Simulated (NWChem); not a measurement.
**One shape, several levels: C2H4ClNSi (SMILES C=C1N[SiH]1Cl)**

Aim: a comparison of 4 runs (HF/def2-SVP, PBE/3-21G, PBE0/def2-SVP, MP2/def2-SVPD) of C2H4ClNSi. 

The results are computed with NWChem 7.3.0.

### 1 Starting point

C2H4ClNSi: 9 atoms, total charge 0, spin state singlet. As SMILES, `C=C1N[SiH]1Cl`. The coordinates come from a PBE0-D4/def2-TZVP relaxation.

Bond lengths: C1–C2 1.325 Å, C2–N3 1.408 Å, C2–Si4 1.802 Å, N3–Si4 1.688 Å, Si4–Cl5 2.036 Å, C1–H6 1.081 Å, C1–H7 1.085 Å, N3–H8 1.007 Å, Si4–H9 1.473 Å. Some angles: C1–C2–N3 136.7°, C1–C2–Si4 161.1°, N3–C2–Si4 62.0°, C2–N3–Si4 70.6°, C2–Si4–N3 47.4°, C2–Si4–Cl5 122.1°, N3–Si4–Cl5 120.8°, C2–C1–H6 120.2°, C2–C1–H7 121.8°, C2–N3–H8 129.4°.

### 2 Energy and forces at HF/def2-SVP (run 1)

c2h4clnsi.xyz reads:

```xyz
9
C2H4ClNSi
C      1.494300     0.025300    -0.901400
C      0.410500    -0.015700    -0.140600
N     -0.518700    -0.991600     0.266000
Si    -0.986000     0.514300     0.868100
Cl    -2.578600     1.505600     0.077200
H      2.026300     0.956200    -1.039600
H      1.874500    -0.859200    -1.402600
H     -0.640800    -1.934400    -0.065200
H     -0.993100     0.753400     2.321100
```

run.py reads:

```python
from ase.io import read
from ase.calculators.nwchem import NWChem

mol = read('c2h4clnsi.xyz')

calc = NWChem(
    label='c2h4clnsi',
    theory='scf',
    memory='2200 mb',
    basis='def2-SVP',
    basispar='spherical bse',
    scf={'nopen': '0', 'rhf': None, 'thresh': '1e-08', 'maxiter': '80'},
)
mol.calc = calc

forces = mol.get_forces()
print("Total energy (eV):", round(mol.get_potential_energy(), 6))
print("forces (eV/A):")
for s, f in zip(mol.symbols, forces):
    print(f"{s:2s} {f[0]:10.5f} {f[1]:10.5f} {f[2]:10.5f}")
print("dipole (e A):", mol.get_dipole_moment().round(4))
```

Started as:

```console
export ASE_NWCHEM_COMMAND="nwchem PREFIX.nwi > PREFIX.nwo"
python run.py
```

Output:

```text
Total energy (eV): -23962.211278
forces (eV/A):
C    -0.20229   -0.04278    0.13205
C     0.30509   -0.09194   -0.19710
N     0.00596   -0.16825   -0.23870
Si    0.06119   -0.31599    0.55855
Cl   -0.27254    0.20780   -0.16033
H     0.00365   -0.00596   -0.02011
H    -0.00103    0.02365    0.02679
H     0.05888    0.35152    0.13935
H     0.04098    0.04191   -0.24055
dipole (e A): [-0.0853 -0.1692  0.1937]
```

The calculator wrote c2h4clnsi.nwi:

```
title "c2h4clnsi"

permanent_dir c2h4clnsi

scratch_dir c2h4clnsi

start c2h4clnsi

geometry units angstrom nocenter noautosym noautoz
  C  1.4943000000000000e+00 2.5300000000000000e-02 -9.0139999999999998e-01
  C  4.1049999999999998e-01 -1.5699999999999999e-02 -1.4060000000000000e-01
  N  -5.1870000000000005e-01 -9.9160000000000004e-01 2.6600000000000001e-01
  Si -9.8599999999999999e-01 5.1429999999999998e-01 8.6809999999999998e-01
  Cl -2.5785999999999998e+00 1.5056000000000000e+00 7.7200000000000005e-02
  H  2.0263000000000000e+00 9.5620000000000005e-01 -1.0396000000000001e+00
  H  1.8745000000000001e+00 -8.5919999999999996e-01 -1.4026000000000001e+00
  H  -6.4080000000000004e-01 -1.9343999999999999e+00 -6.5199999999999994e-02
  H  -9.9309999999999998e-01 7.5339999999999996e-01 2.3210999999999999e+00
end

memory 2200 mb

basis spherical bse noprint
   * library def2-SVP
end

scf
  nopen 0
  rhf
  thresh 1e-08
  maxiter 80
end

task scf gradient
```

c2h4clnsi.nwo:

```text
Northwest Computational Chemistry Package (NWChem) 7.3.0
             --------------------------------------------------------

           Job information
           ---------------

    nwchem branch   = 7.3.0
    use scalapack   = T
    input           = c2h4clnsi.nwi
    prefix          = c2h4clnsi.
    data base       = c2h4clnsi/c2h4clnsi.db
    status          = startup
    nproc           =        1

           Memory information
           ------------------

    heap     =     72089594 doubles =      550.0 Mbytes
    stack    =     72089599 doubles =      550.0 Mbytes
    global   =    144179200 doubles =     1100.0 Mbytes (distinct from heap & stack)
    total    =    288358393 doubles =     2200.0 Mbytes
    verify   = yes
    hardfail = no

[... 141 lines left out ...]
 Convergence threshold     :          1.000E-08
[... 12 lines left out ...]
       Final RHF  results
[... 3 lines left out ...]
      One-electron energy =  -1732.790982094228
[... 1 line left out ...]
 Nuclear repulsion energy =    260.606458263037
[... 45 lines left out ...]
                       ROHF Final Molecular Orbital Analysis
[... 247 lines left out ...]
                         RHF ENERGY GRADIENTS

    atom               coordinates                        gradient
                 x          y          z           x          y          z
   1 C       2.823818   0.047810  -1.703399    0.003934   0.000832  -0.002568
   2 C       0.775733  -0.029669  -0.265695   -0.005933   0.001788   0.003833
   3 N      -0.980201  -1.873852   0.502667   -0.000116   0.003272   0.004642
[... 5 lines of this table left out ...]
   9 H      -1.876687   1.423720   4.386243   -0.000797  -0.000815   0.004678

                 ----------------------------------------
                 |  Time  |  1-e(secs)   |  2-e(secs)   |
                 ----------------------------------------
                 |  CPU   |       0.01   |       3.45   |
                 ----------------------------------------
                 |  WALL  |       0.01   |       3.45   |
                 ----------------------------------------

 Task  times  cpu:       13.8s     wall:       13.8s
 Total times  cpu:       13.8s     wall:       13.8s
```

Wall time 15 s (1 thread of Intel Xeon 6975P-C (Granite Rapids), shared host); peak memory 0.1 GiB.

### 3 Energy and gradient at PBE/3-21G (run 2)

calc.xyz reads:

```xyz
9

C      1.494300     0.025300    -0.901400
C      0.410500    -0.015700    -0.140600
N     -0.518700    -0.991600     0.266000
Si    -0.986000     0.514300     0.868100
Cl    -2.578600     1.505600     0.077200
H      2.026300     0.956200    -1.039600
H      1.874500    -0.859200    -1.402600
H     -0.640800    -1.934400    -0.065200
H     -0.993100     0.753400     2.321100
```

calc.nw reads:

```
start calc
memory 2200 mb
charge 0

geometry noautosym nocenter noautoz
  load calc.xyz
end

basis spherical bse
  C library 3-21G
  N library 3-21G
  Si library 3-21G
  Cl library 3-21G
  H library 3-21G
end

dft
  xc xpbe96 cpbe96
  grid xfine
  convergence energy 1e-08
  iterations 100
  mulliken
  print low
end

task dft gradient
```

Started as:

```console
nwchem calc.nw > calc.out
```

Output:

```text
[...]
 d= 0,ls=0.0,diis     1   -877.9456071989 -1.14D+03  2.43D-02  7.31D-01     1.5
[...]
 d= 0,ls=0.0,diis    11   -878.0271704015 -5.51D-09  1.41D-06  7.76D-09    14.0
         Total DFT energy =     -878.027170401462
      One electron energy =    -1728.247670187821
           Coulomb energy =      657.411559639180
    Exchange-Corr. energy =      -67.797518115858
 Nuclear repulsion energy =      260.606458263038
[...]
      Total Density - Mulliken Population Analysis
     ---------------------------------------------
    Atom       Charge   Shell Charges
 -----------   ------   -------------------------------------------------------
    1 C    6     6.55   1.98  0.39  1.68  1.00  1.48
    2 C    6     6.02   1.99  0.40  1.62  0.84  1.18
    3 N    7     7.78   1.99  0.36  1.89  1.36  2.18
    4 Si  14    12.96   2.00  1.97  5.85  0.77  1.64  0.31  0.43
    5 Cl  17    17.32   2.00  1.95  5.89  1.17  3.10  0.90  2.32
    6 H    1     0.80   0.47  0.33
    7 H    1     0.81   0.47  0.34
    8 H    1     0.68   0.44  0.24
    9 H    1     1.08   0.43  0.64
[...]
                         DFT ENERGY GRADIENTS
    atom               coordinates                        gradient
                 x          y          z           x          y          z
   1 C       2.823818   0.047810  -1.703399   -0.005779  -0.003706   0.002760
   2 C       0.775733  -0.029669  -0.265695   -0.029760  -0.003023   0.018978
   3 N      -0.980201  -1.873852   0.502667    0.001418   0.041514   0.008235
   4 Si     -1.863270   0.971886   1.640471   -0.001906  -0.021092  -0.045864
   5 Cl     -4.872847   2.845171   0.145887    0.038306  -0.024299   0.019193
   6 H       3.829152   1.806956  -1.964559   -0.004274  -0.005389   0.001857
   7 H       3.542291  -1.623653  -2.650530   -0.002425   0.005056   0.002828
   8 H      -1.210936  -3.655486  -0.123210    0.003597   0.012570   0.000639
   9 H      -1.876687   1.423720   4.386243    0.000823  -0.001632  -0.008626
 Task  times  cpu:       16.6s     wall:       16.6s
[...]
```

Wall time 17 s (1 thread of Intel Xeon 6975P-C (Granite Rapids), shared host); peak memory 0.14 GiB.

Run 3 isn't shown in full; the table further down has it.

### 4 Energy and forces at MP2/def2-SVPD (run 4)

geom.nw reads:

```
start geom
memory 2200 mb
charge 0

geometry noautosym nocenter noautoz
 C     1.494300    0.025300   -0.901400
 C     0.410500   -0.015700   -0.140600
 N    -0.518700   -0.991600    0.266000
 Si   -0.986000    0.514300    0.868100
 Cl   -2.578600    1.505600    0.077200
 H     2.026300    0.956200   -1.039600
 H     1.874500   -0.859200   -1.402600
 H    -0.640800   -1.934400   -0.065200
 H    -0.993100    0.753400    2.321100
end

basis spherical bse
 * library def2-SVPD
end

scf
 thresh 1e-08
 maxiter 80
end

mp2
 freeze core 13
 tight
end

task mp2 gradient
```

Started as:

```console
nwchem geom.nw > geom.out
```

Output:

```text
[...]
  functions       =   143
[...]
  wavefunction    = RHF
[...]
         Total SCF energy =   -880.611498427988
      One-electron energy =  -1732.474236488272
      Two-electron energy =    591.256279797246
 Nuclear repulsion energy =    260.606458263037
        Time for solution =     38.7s
[...]
          Total MP2 energy          -881.298299973325
[...]
                         mp2 ENERGY GRADIENTS
    atom               coordinates                        gradient
                 x          y          z           x          y          z
   1 C       2.823818   0.047810  -1.703399   -0.014763   0.000420   0.010747
   2 C       0.775733  -0.029669  -0.265695    0.007222  -0.004812  -0.007301
   3 N      -0.980201  -1.873852   0.502667   -0.000675   0.016692   0.003967
   4 Si     -1.863270   0.971886   1.640471    0.002015  -0.012421  -0.017725
   5 Cl     -4.872847   2.845171   0.145887    0.008997  -0.005783   0.004712
   6 H       3.829152   1.806956  -1.964559   -0.002484  -0.005178   0.000497
   7 H       3.542291  -1.623653  -2.650530   -0.001654   0.004616   0.002324
   8 H      -1.210936  -3.655486  -0.123210    0.001328   0.006699   0.001326
   9 H      -1.876687   1.423720   4.386243    0.000012  -0.000233   0.001453
[...]
```

It took 1.9 min on 1 thread of Intel Xeon 6975P-C (Granite Rapids), shared host; peak memory 0.91 GiB.

### 5 Overview of the runs

```
run          level  iteration cap  module  energy (Eh)  largest force (eV/Å)  wall time
  1    HF/def2-SVP             80     scf  -880.595029                 0.645       15 s
  2      PBE/3-21G            100     dft  -878.027170                 2.598       17 s
  3  PBE0/def2-SVP            100     dft  -882.290574                 0.564       19 s
  4  MP2/def2-SVPD             80     mp2  -881.298300                 1.118    1.9 min
```

### 6 Summary of results

```
                                                      quantity          value
                                           run 4: total energy  -881.29830 Eh
run 4: dipole moment (of the density that the program reports)         1.33 D
                    run 4: HOMO energy (Hartree–Fock orbitals)       -8.75 eV
                    run 4: LUMO energy (Hartree–Fock orbitals)        2.29 eV
                  run 4: HOMO–LUMO gap (Hartree–Fock orbitals)       11.04 eV
           run 4: correlation energy (13 core orbitals frozen)     -686.8 mEh
                               run 4: largest force on an atom     1.118 eV/Å
```

In words: Totals of different functionals can't be ranked against each other. All runs together took 2.7 min, the longest 1.9 min.
